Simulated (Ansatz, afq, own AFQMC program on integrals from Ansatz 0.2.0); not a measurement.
# CH3Ge (doublet): AFQMC on the coupled-cluster ladder at scale of all distances = 2.405, cc-pVDZ

Aim: compute CH3Ge (doublet) with auxiliary-field quantum Monte Carlo on the same integrals as coupled cluster, and set the energies side by side.

Method: cc-pVDZ, frozen cores; program: Ansatz 0.2.0, Gaussian basis, and an in-house AFQMC program (afq) on its integrals; all values are calculated.

Plan: PBE (unrestricted); r2SCAN (unrestricted); PBE0 (unrestricted); B3LYP (unrestricted); wB97M-V (unrestricted); B2PLYP (unrestricted); CCSD(T) on UHF; Phaseless AFQMC, CISD trial on UHF.

**1. The system**

The geometry derives from a PBE0/def2-TZVP stationary point (not a proven minimum). All distances are scaled together. No spin-orbit coupling is included. The filled d shell of Ge counts as core when cores are frozen.

5 atoms, charge 0, spin multiplicity 2.

Atoms are counted from 1 here; the program's logs count them from 0.

No contacts short enough for the rule that draws bonds.

Geometry (Å):

```
Ge    0.0001    0.0000    0.8524
C     0.0247    0.0000   -3.9319
H    -2.5283    0.0000   -4.6262
H     1.1129    2.1513   -4.9767
H     1.1129   -2.1513   -4.9767
```

**2. PBE (unrestricted)**

Contents of in.yaml:

```yaml
crystal:
  periodic: [false, false, false]
  atoms:
    - {symbol: Ge, position_ang: [0.000116, 0.000000, 0.852422]}
    - {symbol: C, position_ang: [0.024688, 0.000000, -3.931874]}
    - {symbol: H, position_ang: [-2.528302, -0.000021, -4.626168]}
    - {symbol: H, position_ang: [1.112873, 2.151340, -4.976709]}
    - {symbol: H, position_ang: [1.112909, -2.151321, -4.976709]}
basis:
  gaussian: {orbitals: cc-pVDZ}
magnetization: {spin_polarized: true, initial_magnetization: 1}
hamiltonian: {xc: {name: PBE}}
output: {orbitals: {seedname: orbitals}}
```

Started as:

```console
ansatz run in.yaml --threads 1 --pin off --events-out ev --progress --plain --max-ram 1843MiB
```

Standard output (excerpt; [...] marks lines left out):

```text
Functional definition: PBE
  name "PBE"
  cite "Perdew, Burke & Ernzerhof, Phys. Rev. Lett. 77, 3865 (1996) doi:10.1103/PhysRevLett.77.3865"
  parent pbe
[...]
729 factors; their error is unknown
[...]
mean field -57576.15245777 eV, -2115.8845763053 hartree, gradient 1.5e-6 eV, S^2 3.226730; 32 other end points of the search recorded, 0 dependent functions left out
reference -57576.15251753 eV, -2115.8845785012 hartree; 21, 20 occupied and 35, 36 virtual orbitals, 729 factors
Total energy: -57576.15251753 eV, -2115.8845785012 hartree
```

Run time: 50 s. Hardware: 1 thread of Intel Xeon 6975P-C (Granite Rapids), shared host; peak memory 0.34 GiB.

From the report: ⟨S²⟩ of the determinant 3.227 (pure doublet: 0.75). The determinant is far from a pure spin state, so its energy mixes those of several spin states (harmless only where they are near-degenerate, as at dissociation).

**3. r2SCAN (unrestricted)**

Edit in.yaml of step 2 so:

```diff
@@ -11,3 +11,2 @@
 magnetization: {spin_polarized: true, initial_magnetization: 1}
-hamiltonian: {xc: {name: PBE}}
-output: {orbitals: {seedname: orbitals}}
+hamiltonian: {xc: {name: r2SCAN}}
```

Same command.

Standard output (excerpt; [...] marks lines left out):

```text
Functional definition: r2SCAN
  name "r2SCAN"
  cite "Furness, Kaplan, Ning, Perdew & Sun, J. Phys. Chem. Lett. 11, 8208 (2020) doi:10.1021/acs.jpclett.0c02405"
  cite "Furness, Kaplan, Ning, Perdew & Sun, J. Phys. Chem. Lett. 11, 9248 (2020) doi:10.1021/acs.jpclett.0c03077"
  parent r2scan
[...]
729 factors; their error is unknown
[...]
mean field -57585.38725274 eV, -2116.2239487608 hartree, gradient 3.5e-6 eV, S^2 3.329519; 19 other end points of the search recorded, 0 dependent functions left out
reference -57585.38727084 eV, -2116.2239494260 hartree; 21, 20 occupied and 35, 36 virtual orbitals, 729 factors
Total energy: -57585.38727084 eV, -2116.2239494260 hartree
```

Wall time 91 s (1 thread of Intel Xeon 6975P-C (Granite Rapids), shared host); peak memory 0.34 GiB.

From the report: ⟨S²⟩ of the determinant 3.330 (pure doublet: 0.75). The determinant is far from a pure spin state, so its energy mixes those of several spin states (harmless only where they are near-degenerate, as at dissociation).

**4. PBE0 (unrestricted)**

Edit in.yaml of step 3 so:

```diff
@@ -11,2 +11,3 @@
 magnetization: {spin_polarized: true, initial_magnetization: 1}
-hamiltonian: {xc: {name: r2SCAN}}
+hamiltonian: {xc: {name: PBE0}}
+output: {orbitals: {seedname: orbitals}}
```

Same command.

Standard output (excerpt; [...] marks lines left out):

```text
Functional definition: PBE0
  name "PBE0"
  cite "Adamo & Barone, J. Chem. Phys. 110, 6158 (1999) doi:10.1063/1.478522"
  cite "Perdew, Burke & Ernzerhof, Phys. Rev. Lett. 77, 3865 (1996) doi:10.1103/PhysRevLett.77.3865"
  parent pbe
[...]
594 factors; integrals over basis functions are off by at most 5.7e-4 eV
[...]
mean field -57577.72384317 eV, -2115.9423236534 hartree, gradient 1.2e-6 eV, S^2 3.482635; 21 other end points of the search recorded, 0 dependent functions left out
reference -57577.72388768 eV, -2115.9423252894 hartree; 21, 20 occupied and 35, 36 virtual orbitals, 594 factors
Total energy: -57577.72388768 eV, -2115.9423252894 hartree
```

It took 68 s on 1 thread of Intel Xeon 6975P-C (Granite Rapids), shared host; peak memory 0.34 GiB.

From the report: ⟨S²⟩ of the determinant 3.483 (pure doublet: 0.75). The determinant is far from a pure spin state, so its energy mixes those of several spin states (harmless only where they are near-degenerate, as at dissociation).

**5. B3LYP (unrestricted)**

Edit in.yaml of step 4 so:

```diff
@@ -11,3 +11,2 @@
 magnetization: {spin_polarized: true, initial_magnetization: 1}
-hamiltonian: {xc: {name: PBE0}}
-output: {orbitals: {seedname: orbitals}}
+hamiltonian: {xc: {name: B3LYP}}
```

The command is unchanged.

Standard output (excerpt; [...] marks lines left out):

```text
Functional definition: B3LYP
  name "B3LYP"
  cite "Stephens, Devlin, Chabalowski & Frisch, J. Phys. Chem. 98, 11623 (1994) doi:10.1021/j100096a001"
  cite "Becke, Phys. Rev. A 38, 3098 (1988) doi:10.1103/PhysRevA.38.3098"
  cite "Lee, Yang & Parr, Phys. Rev. B 37, 785 (1988) doi:10.1103/PhysRevB.37.785"
  cite "Vosko, Wilk & Nusair, Can. J. Phys. 58, 1200 (1980) doi:10.1139/p80-159"
[...]
594 factors; integrals over basis functions are off by at most 5.7e-4 eV
[...]
mean field -57587.85917474 eV, -2116.3147902187 hartree, gradient 1.2e-6 eV, S^2 3.352195; 26 other end points of the search recorded, 0 dependent functions left out
reference -57587.85953243 eV, -2116.3148033636 hartree; 21, 20 occupied and 35, 36 virtual orbitals, 594 factors
Total energy: -57587.85953243 eV, -2116.3148033636 hartree
```

It took 55 s on 1 thread of Intel Xeon 6975P-C (Granite Rapids), shared host; peak memory 0.34 GiB.

From the report: ⟨S²⟩ of the determinant 3.352 (pure doublet: 0.75). The determinant is far from a pure spin state, so its energy mixes those of several spin states (harmless only where they are near-degenerate, as at dissociation).

**6. wB97M-V (unrestricted)**

Edit in.yaml of step 5 so:

```diff
@@ -11,2 +11,3 @@
 magnetization: {spin_polarized: true, initial_magnetization: 1}
-hamiltonian: {xc: {name: B3LYP}}
+hamiltonian: {xc: {name: wB97M-V}}
+output: {orbitals: {seedname: orbitals}}
```

Launched as before.

Standard output (excerpt; [...] marks lines left out):

```text
Functional definition: wB97M-V
  name "wB97M-V"
  cite "Mardirossian & Head-Gordon, J. Chem. Phys. 144, 214110 (2016) doi:10.1063/1.4952647"
  cite "Becke, J. Chem. Phys. 107, 8554 (1997) doi:10.1063/1.475007"
  cite "Vydrov & Van Voorhis, J. Chem. Phys. 133, 244103 (2010) doi:10.1063/1.3521275"
  # Of w^i u^j: cxij and so on, Table III.
[...]
  gx(w, u) = 1 - cx + cx01*u + cx10*w
  gss(w, u) = css00 + css04*u^4 + css10*w + css20*w^2 + css43*w^4*u^3
  gos(w, u) = cos00 + cos10*w + (cos20 + cos21*u)*w^2 + (cos60 + cos61*u)*w^6
[...]
      + integral(e_c_pw_mod_opposite_spin*gos(b97_w_opposite, b97_u_opposite)) + vv10(b, c)
594 factors; integrals over basis functions are off by at most 5.7e-4 eV
181 factors; integrals over basis functions are off by at most 3.3e-5 eV
[...]
mean field -57582.17383367 eV, -2116.1058577881 hartree, gradient 1.5e-6 eV, S^2 3.460356; 23 other end points of the search recorded, 0 dependent functions left out
reference -57582.17388192 eV, -2116.1058595614 hartree; 21, 20 occupied and 35, 36 virtual orbitals, 594 factors
Total energy: -57582.17388192 eV, -2116.1058595614 hartree
```

It took 4 min on 1 thread of Intel Xeon 6975P-C (Granite Rapids), shared host; peak memory 0.34 GiB.

From the report: ⟨S²⟩ of the determinant 3.460 (pure doublet: 0.75). The determinant is far from a pure spin state, so its energy mixes those of several spin states (harmless only where they are near-degenerate, as at dissociation).

**7. B2PLYP (unrestricted)**

Edit in.yaml of step 6 so:

```diff
@@ -11,3 +11,3 @@
 magnetization: {spin_polarized: true, initial_magnetization: 1}
-hamiltonian: {xc: {name: wB97M-V}}
-output: {orbitals: {seedname: orbitals}}
+hamiltonian: {xc: {name: B2PLYP}}
+correlation: {electrons: outside_noble_gas}
```

Same command.

Standard output (excerpt; [...] marks lines left out):

```text
Functional definition: B2PLYP
  name "B2PLYP"
  cite "Grimme, J. Chem. Phys. 124, 034108 (2006) doi:10.1063/1.2148954"
  cite "Becke, Phys. Rev. A 38, 3098 (1988) doi:10.1103/PhysRevA.38.3098"
  cite "Lee, Yang & Parr, Phys. Rev. B 37, 785 (1988) doi:10.1103/PhysRevB.37.785"
[...]
594 factors; integrals over basis functions are off by at most 5.7e-4 eV
[...]
mean field -57572.93684329 eV, -2115.7664046526 hartree, gradient 2.0e-10 eV, S^2 3.559682; 29 other end points of the search recorded, 0 dependent functions left out
15 core orbitals not correlated: weight in the atoms' cores, before any rotation towards them, 1.000 or more for the frozen orbitals, at most 0.000 for the correlated occupied ones
reference -57572.93706739 eV, -2115.7664128884 hartree; 6, 5 occupied and 35, 36 virtual orbitals, 594 factors
second order -3.35295153 eV of doubles, -0.00000000 eV of singles
Total energy: -57573.84236431 eV, -2115.7996819363 hartree
```

Wall time 82 s (1 thread of Intel Xeon 6975P-C (Granite Rapids), shared host); peak memory 0.34 GiB.

From the report: ⟨S²⟩ of the determinant 3.560 (pure doublet: 0.75). The determinant is far from a pure spin state, so its energy mixes those of several spin states (harmless only where they are near-degenerate, as at dissociation).

**8. CCSD(T) on UHF**

Edit in.yaml of step 7 so:

```diff
@@ -11,3 +11,2 @@
 magnetization: {spin_polarized: true, initial_magnetization: 1}
-hamiltonian: {xc: {name: B2PLYP}}
-correlation: {electrons: outside_noble_gas}
+correlation: {method: ccsd_t, electrons: outside_noble_gas, hamiltonian_folder: ham}
```

Same command.

Standard output (excerpt; [...] marks lines left out):

```text
Functional definition: HF
  name "HF"
  cite "Fock, Z. Phys. 61, 126 (1930) doi:10.1007/BF01340294"
  parent pbe
[...]
594 factors; integrals over basis functions are off by at most 5.7e-4 eV
[...]
mean field -57537.86050577 eV, -2114.4773730245 hartree, gradient 8.1e-9 eV, S^2 3.690392; 43 other end points of the search recorded, 0 dependent functions left out
determinant -57537.86050577 eV, -2114.4773730245 hartree, with singles and doubles -57541.47064475 eV, -2114.6100431849 hartree
determinant -57537.85883428 eV, -2114.4773115985 hartree, with singles and doubles -57541.46737455 eV, -2114.6099230071 hartree
determinant -57537.85752585 eV, -2114.4772635145 hartree, with singles and doubles -57541.48743041 eV, -2114.6106600465 hartree
determinant -57537.85295314 eV, -2114.4770954706 hartree, with singles and doubles -57541.46645422 eV, -2114.6098891858 hartree
[...]
determinant -57537.50859855 eV, -2114.4644406728 hartree, with singles and doubles -57541.06847862 eV, -2114.5952638521 hartree
determinant -57537.47371581 eV, -2114.4631587558 hartree, with singles and doubles -57541.19925310 eV, -2114.6000697258 hartree
determinant -57537.47029219 eV, -2114.4630329399 hartree, with singles and doubles -57541.19601729 eV, -2114.5999508119 hartree
determinant -57537.25259584 eV, -2114.4550327467 hartree, with singles and doubles -57541.14677817 eV, -2114.5981413076 hartree
15 core orbitals not correlated: weight in the atoms' cores, before any rotation towards them, 1.000 or more for the frozen orbitals, at most 0.000 for the correlated occupied ones
reference -57537.85752585 eV, -2114.4772635145 hartree; 6, 5 occupied and 35, 36 virtual orbitals, 594 factors
second order -2.58136438 eV of doubles, -0.00000000 eV of singles
cycle   1  -3.68095821 eV  change    1.4e-6 eV  update   6.5e-6
perturbative correction -0.07511800 eV, -0.0027605356 hartree
Total energy: -57541.61360206 eV, -2114.6152967691 hartree
```

Wall time 2.3 min (1 thread of Intel Xeon 6975P-C (Granite Rapids), shared host); peak memory 0.34 GiB.

From the report: ⟨S²⟩ of the determinant 3.661 (pure doublet: 0.75); correlation -3.7561 eV; T1 0.021; largest double amplitude 0.10. The determinant is far from a pure spin state, so its energy mixes those of several spin states (harmless only where they are near-degenerate, as at dissociation).

This run also writes the integrals to the folder ham.

**9. Phaseless AFQMC, CISD trial on UHF**

It reads the integrals that the CCSD(T) run on this determinant wrote.

Started as:

```console
afq ham --method phaseless --trial cisd --walkers 60 --populations 1 --least-time 40 --time-step 0.005 --steps-per-block 50 --equilibration-blocks 40 --max-blocks 300 --target-error 0.0008 --factor-cut 1e-05 --start spin_pure --seed 6893 --release-times 0.24,0.51,0.99,1.62,2.4 --release-step 0.03 --release-every 4 --taylor-order 6
```

Standard output:

```text
orbitals 41  electrons 6 5  factors 226 of 594
reference energy -2114.47726351 Eh
CCSD correlation -0.13527225 Eh in 41 cycles, weight of the determinant in the CISD state 0.8659
energy of the start -2114.587462 Eh
 block  time / (1/Eh)  mean weight  energy / Eh
     1     0.250  0.9995  -2114.597311
     2     0.500  0.9989  -2114.603480
     3     0.750  1.0003  -2114.607504
     4     1.000  1.0007  -2114.611562
     5     1.250  1.0003  -2114.613893
     6     1.500  1.0011  -2114.617461
     7     1.750  0.9994  -2114.616762
     8     2.000  1.0000  -2114.620784
     9     2.250  1.0009  -2114.621692
    10     2.500  1.0007  -2114.617942
    11     2.750  1.0005  -2114.617502
    16     4.000  0.9991  -2114.626244
    21     5.250  0.9991  -2114.624905
    26     6.500  1.0001  -2114.618899
    31     7.750  0.9999  -2114.623589
    36     9.000  0.9985  -2114.622887
    41    10.250  0.9998  -2114.634964
    46    11.500  0.9995  -2114.620996
    51    12.750  0.9997  -2114.622734
    56    14.000  0.9992  -2114.619588
    61    15.250  0.9989  -2114.621827
    66    16.500  1.0003  -2114.612343
    71    17.750  1.0000  -2114.622902
    76    19.000  1.0015  -2114.615052
    81    20.250  1.0012  -2114.619457
    86    21.500  1.0013  -2114.622192
    91    22.750  1.0000  -2114.622377
    96    24.000  1.0004  -2114.608131
   101    25.250  1.0000  -2114.622093
   106    26.500  0.9983  -2114.616536
   111    27.750  1.0008  -2114.618469
   116    29.000  1.0015  -2114.615189
   121    30.250  1.0039  -2114.623636
   126    31.500  1.0008  -2114.629448
   131    32.750  0.9993  -2114.634528
   136    34.000  1.0022  -2114.627189
   141    35.250  0.9998  -2114.617122
   146    36.500  0.9991  -2114.616015
   151    37.750  1.0007  -2114.616023
   156    39.000  1.0006  -2114.615149
   161    40.250  1.0009  -2114.623173
   166    41.500  1.0033  -2114.621125
   171    42.750  0.9970  -2114.624298
   176    44.000  1.0003  -2114.620713
   181    45.250  1.0000  -2114.621346
   186    46.500  1.0000  -2114.628315
   191    47.750  0.9999  -2114.626596
   196    49.000  1.0046  -2114.618438
   201    50.250  1.0016  -2114.623170
   206    51.500  1.0014  -2114.619832
blocks merged  error / Eh  count
     1  0.000410  170
     2  0.000525  85
     4  0.000630  42
     8  0.000744  21
    16  0.000754  10
released: time / (1/Eh)  energy / Eh  error  mean overlap
  0.24  -2114.621313  0.000586  1.0015
  0.51  -2114.622474  0.000610  0.9924
  0.99  -2114.622303  0.000859  1.0017
  1.62  -2114.623262  0.000920  1.0086
  2.40  -2114.622208  0.001296  1.0516
energy -2114.620978 +/- 0.000744 Eh
```

Run time: 3.6 min. Hardware: 1 thread of Intel Xeon 6975P-C (Granite Rapids), shared host; peak memory 0.34 GiB.

Energy -57541.7682 ± 0.0202 eV. Caveats: constraint bias not in the error.

**10. AFQMC on the ladder**

On the UHF determinant, counted from CCSD(T) (a yardstick, not exact):

```
                                              level  energy (eV)  from CCSD(T) (meV)  statistical error (meV)     time
                                                 HF  -57537.8575             +3756.1                                  
                                                MP2  -57540.4389             +1174.7                                  
                                               CCSD  -57541.5385               +75.1                                  
                                            CCSD(T)  -57541.6136                 0.0                                  
Phaseless AFQMC, CISD trial, step 0.005, 60 walkers  -57541.7682              -154.6                     20.2  3.6 min
```

The functionals' totals stand on their own zeros and serve differences with other points: PBE -57576.153 eV; r2SCAN -57585.387 eV; PBE0 -57577.724 eV; B3LYP -57587.860 eV; wB97M-V -57582.174 eV; B2PLYP -57573.842 eV.

**11. Summary of results**

| quantity | value |
| --- | --- |
| Phaseless AFQMC, CISD trial on UHF from CCSD(T) | -154.6 ± 20.2 meV |

In words: On UHF the phaseless walk with the CISD trial lies -154.6 meV from CCSD(T), 8 times its error bar. Error bars are statistical and leave out the constraint, the time step and what remains of the start.
